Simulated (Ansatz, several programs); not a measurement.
A 2-atom cell of KCl started from a crystallographic database, relaxed with PBE in Ansatz (plane waves, PAW): it is cubic, Fm-3m (No. 225); conventional cell a = 6.378 Å, 32.44 Å³ an atom. Around K lie 6 Cl at 3.19 Å; around Cl lie 6 K at 3.19 Å. The cell was then scaled with its shape and fractional coordinates held. Spin-unpolarised throughout; all numbers are computed.

```csv
V (Å³/atom),E (meV/atom)
30.491,7.03
31.464,1.73
32.437,0.00
34.383,5.03
```

Q: Pass a cubic E = c₀ + c₁u + c₂u² + c₃u³, with u = V − 32.194 Å³, through these points.

A: c₀ = 0.13, c₁ = -0.925, c₂ = 1.666, c₃ = -0.1004 (meV and Å³).

Q: Where is the minimum, and what bulk modulus follows?

A: dE/du = 0 at u = +0.285, so V₀ = 32.48 Å³. B = V₀ d²E/dV² = 32.48 × (2c₂ + 6c₃u) = 32.48 × 3.159 = 103 meV/Å³, and 1 meV/Å³ is 0.16022 GPa: 16 GPa. A third-order Birch-Murnaghan fit to all five points gives 32.49 Å³ and 16 GPa.

Q: Predict the energy and the pressure at the withheld volume, 33.410 Å³.

A: With u = +1.216: E ≈ 1.29 meV and P = −dE/dV ≈ -0.43 GPa. The run gives 1.26 meV and, from its stress, -0.43 GPa.
